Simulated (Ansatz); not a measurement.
# Iron, diamond under m-r²SCAN: structure, energy and stiffness

The plan for iron in the diamond structure: relax it, solve it on a dense k-mesh, then scale the cell to 7 volumes from 88 to 112 % of the relaxed one and try a fit of the equation of state. The start is ferromagnetic. The k-meshes are 11×11×11 for the relaxation; 19×19×19 for the dense run; 13×13×13 for the volumes.

This is Fe in the diamond structure; at room conditions it is bcc.

Method: DFT m-r2SCAN, plane waves (500 eV) with PAW, scalar-relativistic; the PAW data stem from PBE, with regenerated cores; m-r²SCAN is r²SCAN on the gauge-invariant kinetic-energy density, in Ansatz 0.2.0.

**1. Starting point**

It takes space group Fd-3m (No. 227, cubic). The conventional cell has a = 5.029 Å, b = 5.029 Å, c = 5.029 Å, α = 90.00°, β = 90.00°, γ = 90.00°. Around Fe (site symmetry -43m) lie 4 Fe at 2.18 Å.

Structure file:

```
CELL_PARAMETERS angstrom
0.00000 2.51451 2.51451
2.51451 0.00000 2.51451
2.51451 2.51451 0.00000
ATOMIC_POSITIONS crystal
Fe 0.12500 0.12500 0.12500
Fe 0.87500 0.87500 0.87500
```

The atoms start with moments of +2.5 ×2 μB.

**2. Relaxation of the cell**

The input, input.yaml:

```yaml
crystal:
  lattice:
    - [0.0, 2.514509054, 2.514509054]
    - [2.514509054, 0.0, 2.514509054]
    - [2.514509054, 2.514509054, 0.0]
  atoms:
    - { symbol: Fe, position: [0.125, 0.125, 0.125], spin: 2.5 }
    - { symbol: Fe, position: [0.875, 0.875, 0.875], spin: 2.5 }
hamiltonian:
  xc: mr2scan
  pseudopotentials:
    kind: paw
    azcp:
      Fe: "pseudopotentials/Fe.paw.azcp"
basis:
  ecutwfc: 500
  fft_grid_basis: typed
kpoints:
  mp_grid: { grid: [11, 11, 11], shift: [0, 0, 0] }
magnetization:
  spin_polarized: true
scf:
  occupations: { method: fermi_dirac, width: 0.05 }
relax:
  max_steps: 60
  f_tol: 0.01
  cell: {}
output:
  write_density: true
  write_potential: true
  elf: true
  volumetric_format: npy
```

After this run come: Dense single point; The cell scaled to 88 % of its volume; The cell scaled to 92 % of its volume; The cell scaled to 96 % of its volume; The cell scaled to 100 % of its volume; The cell scaled to 104 % of its volume; The cell scaled to 108 % of its volume; The cell scaled to 112 % of its volume.

What does the calculation give? Wanted: space group; conventional cell; volume; shortest distance; gap on the mesh; magnetic state; relative to bcc, ferromagnetic; V₀, B₀, B₀′.

**Answer**, as computed:

| quantity | value |
| --- | --- |
| space group (spins left aside) | Fd-3m (No. 227) |
| conventional cell | a = 4.810 Å |
| volume | 13.911 Å³/atom |
| shortest distance | 2.083 Å |
| gap on the mesh | none (levels filled in part) |
| magnetic state | non-magnetic |
| relative to bcc, ferromagnetic | +1167 meV/atom |
| V₀, B₀, B₀′ | 13.902 Å³/atom, 173 GPa, 4.4 |

In words: The relaxation shrank the cell by 12.5 % in volume. Against the reference form of iron (bcc, ferromagnetic, computed apart with the same settings) it stands 1167 meV/atom higher; part of this is magnetic energy, as this run has no moments. The moments die out: the run ends non-magnetic. No gap shows: it is a metal or semimetal at this level. The fitted modulus is 173 GPa. Relaxation kept the symmetry; phonons were not checked.
